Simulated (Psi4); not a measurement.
# SiCl4 (silicon tetrachloride): DSD-PBEP86/cc-pVDZ (density fitting for correlation)

Aim: the energy change on altering one bond length of SiCl4 (silicon tetrachloride) at DSD-PBEP86/cc-pVDZ (density fitting for correlation), from 2 runs. 

Program for the calculation: Psi4 1.11.

**1. Starting point**

SiCl4 has 5 atoms, charge 0, and is taken as a singlet. As SMILES, `Cl[Si](Cl)(Cl)Cl`. Geometry: relaxed at PBE0-D4/def2-TZVP.

Bond lengths: Cl1–Si2 2.021 Å, Si2–Cl3 2.022 Å, Si2–Cl4 2.022 Å, Si2–Cl5 2.021 Å. Angles: Cl1–Si2–Cl3 109.5°, Cl1–Si2–Cl4 109.5°, Cl1–Si2–Cl5 109.5°, Cl3–Si2–Cl4 109.5°, Cl3–Si2–Cl5 109.5°, Cl4–Si2–Cl5 109.5°.

**2. The energy at DSD-PBEP86/cc-pVDZ (density fitting for correlation)**

cl4si.xyz reads:

```xyz
5
Cl4Si
Cl    -0.962600    -0.087600     1.762300
Si     0.010000    -0.014700    -0.008300
Cl     1.655400    -1.185900     0.078100
Cl    -1.212100    -0.676900    -1.476100
Cl     0.559300     1.891400    -0.397500
```

run_ase.py reads:

```python
import numpy as np
from ase.calculators.psi4 import Psi4
from ase.io import read

mol = read('cl4si.xyz')
calc = Psi4(atoms=mol, method='dsd-pbep86', basis='cc-pVDZ', memory='1600MB', num_threads=1, charge=0, multiplicity=1, label='psi4-calc')
calc.psi4.set_options({'puream': True, 'e_convergence': 1e-09, 'd_convergence': 1e-08, 'scf_type': 'pk', 'dft_radial_points': 99, 'dft_spherical_points': 590, 'num_frozen_docc': 25})
mol.calc = calc

print(f'energy: {mol.get_potential_energy():.6f} eV')
```

Launch:

```
python run_ase.py
```

psi4-calc.dat:

```text
[...]
  Running in c1 symmetry.
[...]
  Nuclear repulsion =  527.177977359409056
[...]
  Multiplicity = 1
[...]
  Nalpha       = 41
  Nbeta        = 41
[...]
    Number of basis functions: 90
[...]
   @RKS iter   1: -2128.49298188542707    1.83884e-01   2.80094e-03 DIIS/ADIIS
[...]
   @RKS iter   8: -2128.53106665834594   -6.41194e-11   5.26767e-09 DIIS
[...]
    Orbital Energies [Eh]
    ---------------------
    Doubly Occupied:
       1A   -103.708010     2A   -103.708006     3A   -103.708001
       4A   -103.707999     5A    -68.024812     6A    -10.211072
       7A    -10.211055     8A    -10.211050     9A    -10.211047
      10A     -7.775610    11A     -7.775608    12A     -7.775602
      13A     -7.775599    14A     -7.771388    15A     -7.771388
      16A     -7.771385    17A     -7.771385    18A     -7.771379
      19A     -7.771379    20A     -7.771377    21A     -7.771377
      22A     -5.997748    23A     -4.188503    24A     -4.188503
      25A     -4.188503    26A     -1.091773    27A     -1.035236
      28A     -1.035229    29A     -1.035224    30A     -0.675528
      31A     -0.557216    32A     -0.557211    33A     -0.557209
      34A     -0.480644    35A     -0.480642    36A     -0.462278
[...]
  @RKS Final Energy: -2128.53106665834594
   => Energetics <=
    Nuclear Repulsion Energy =            527.1779773594090557
    One-Electron Energy =               -3993.0262390465577482
    Two-Electron Energy =                1375.3235334089872595
    DFT Exchange-Correlation Energy =     -38.0063383801843031
    Empirical Dispersion Energy =           0.0000000000000000
    VV10 Nonlocal Energy =                  0.0000000000000000
    Total Energy =                      -2128.5310666583459351
[...]
 Multipole Moments:
 ------------------------------------------------------------------------------------
     Multipole            Electronic (a.u.)      Nuclear  (a.u.)        Total (a.u.)
 ------------------------------------------------------------------------------------
 L = 1.  Multiply by 2.5417464519 to convert [e a0] to [Debye]
 Dipole X            :         -0.0000411            0.0000000           -0.0000411
 Dipole Y            :          0.0001059            0.0000314            0.0001373
 Dipole Z            :          0.0000563           -0.0000000            0.0000563
 Magnitude           :                                                    0.0001540
[...]
```

On the terminal:

```text
energy: -57929.169021 eV
```

Wall time 32 s (1 thread of Intel Xeon 6975P-C (Granite Rapids), shared host); peak memory 1.1 GiB.

**3. The distorted shape, same level**

input.json reads:

```json
{
 "schema_name": "qcschema_input",
 "schema_version": 1,
 "molecule": {
  "schema_name": "qcschema_molecule",
  "schema_version": 2,
  "symbols": ["Cl", "Si", "Cl", "Cl", "Cl"],
  "geometry": [-3.06469358, -4.48798427, 4.2128496, -1.22674595, -4.35022324, 0.86690052, 1.88260942, -6.56347048, 1.03017286, -3.53618025, -5.60159988, -1.90683948, 1.05692382, 3.57422799, -0.75116613],
  "molecular_charge": 0,
  "molecular_multiplicity": 1,
  "fix_symmetry": "c1",
  "fix_com": true,
  "fix_orientation": true
 },
 "driver": "energy",
 "model": {
  "method": "dsd-pbep86",
  "basis": "cc-pVDZ"
 },
 "keywords": {
  "reference": "rks",
  "puream": true,
  "e_convergence": 1e-09,
  "d_convergence": 1e-08,
  "scf_type": "pk",
  "dft_radial_points": 99,
  "dft_spherical_points": 590,
  "num_frozen_docc": 25
 }
}
```

Launch:

```
psi4 --qcschema input.json -n 1 --memory 1600MB
```

stdout:

```text
[...]
  Running in c1 symmetry.
[...]
  Nuclear repulsion =  438.174539507943052
[...]
  Multiplicity = 1
[...]
  Nalpha       = 41
  Nbeta        = 41
[...]
    Number of basis functions: 90
[...]
   @RKS iter   1: -2128.15555843408674   -7.90621e-02   4.57568e-03 ADIIS/DIIS
[...]
   @RKS iter  14: -2128.31425924231780   -1.36424e-12   1.36865e-09 DIIS
[...]
    Orbital Energies [Eh]
    ---------------------
    Doubly Occupied:
       1A   -103.768111     2A   -103.768107     3A   -103.768105
       4A   -103.602939     5A    -68.088152     6A    -10.270054
       7A    -10.270036     8A    -10.270032     9A    -10.096683
      10A     -7.834715    11A     -7.834710    12A     -7.834708
      13A     -7.830286    14A     -7.830281    15A     -7.830279
      16A     -7.829910    17A     -7.829905    18A     -7.829903
      19A     -7.662025    20A     -7.657110    21A     -7.657110
      22A     -6.059372    23A     -4.249724    24A     -4.248997
      25A     -4.248997    26A     -1.131499    27A     -1.087496
      28A     -1.087488    29A     -0.873047    30A     -0.715948
      31A     -0.598311    32A     -0.598308    33A     -0.554262
      34A     -0.521455    35A     -0.521453    36A     -0.496528
[...]
  @RKS Final Energy: -2128.31425924231780
   => Energetics <=
    Nuclear Repulsion Energy =            438.1745395079430523
    One-Electron Energy =               -3813.4924403240097490
    Two-Electron Energy =                1284.9508229590901465
    DFT Exchange-Correlation Energy =     -37.9471813853412030
    Empirical Dispersion Energy =           0.0000000000000000
    VV10 Nonlocal Energy =                  0.0000000000000000
    Total Energy =                      -2128.3142592423178030
[...]
 Multipole Moments:
 ------------------------------------------------------------------------------------
     Multipole            Electronic (a.u.)      Nuclear  (a.u.)        Total (a.u.)
 ------------------------------------------------------------------------------------
 L = 1.  Multiply by 2.5417464519 to convert [e a0] to [Debye]
 Dipole X            :         78.4272739          -79.4172333           -0.9899595
 Dipole Y            :        279.8081940         -283.2431782           -3.4349842
 Dipole Z            :        -55.3804459           56.0818937            0.7014479
 Magnitude           :                                                    3.6429611
[...]
```

The result, in JSON:

```text
{
 "driver": "energy",
 "model": {
  "method": "dsd-pbep86",
  "basis": "cc-pVDZ"
 },
 "success": true,
 "return_result": -2128.673201549208,
 "properties": {
  "calcinfo_nbasis": 90,
  "calcinfo_nmo": 90,
  "calcinfo_nalpha": 41,
  "calcinfo_nbeta": 41,
  "calcinfo_natom": 5,
  "nuclear_repulsion_energy": 438.17453950794305,
  "return_energy": -2128.673201549208,
  "scf_one_electron_energy": -3813.4924403240097,
  "scf_two_electron_energy": 1284.9508229590901,
  "scf_xc_energy": -37.9471813853412,
  "scf_dipole_moment": [-0.9899594505668574, -3.4349842479089716, 0.7014478693679962],
  "scf_total_energy": -2128.314259242318,
  "scf_iterations": 14
 }
}
```

Wall time 21 s (1 thread of Intel Xeon 6975P-C (Granite Rapids), shared host); peak memory 0.93 GiB.

**4. Outcome**

At DSD-PBEP86/cc-pVDZ (density fitting for correlation), 25 core orbitals frozen:

| quantity | value |
| --- | --- |
| first shape: total energy | -2128.85771 Eh |
| first shape: HOMO energy (SCF part's orbitals) | -11.75 eV |
| first shape: LUMO energy (SCF part's orbitals) | 1.90 eV |
| first shape: HOMO–LUMO gap (SCF part's orbitals) | 13.65 eV |
| distorted shape: total energy | -2128.67320 Eh |
| distorted shape: HOMO energy (SCF part's orbitals) | -8.07 eV |
| distorted shape: LUMO energy (SCF part's orbitals) | -4.78 eV |
| distorted shape: HOMO–LUMO gap (SCF part's orbitals) | 3.30 eV |
| energy change with the Si2–Cl5 bond stretched from 2.021 to 4.447 Å | 5.021 eV |

One bond (distorted shape) is far stretched, which a spin-restricted single reference describes badly; a broken-symmetry solution may lie lower. With the Si2–Cl5 bond stretched from 2.021 to 4.447 Å the energy rises by 5.02 eV (484 kJ/mol). The first shape isn't relaxed at this level, so the change isn't measured from a minimum. A restricted reference can't describe the breaking bond well at this length.
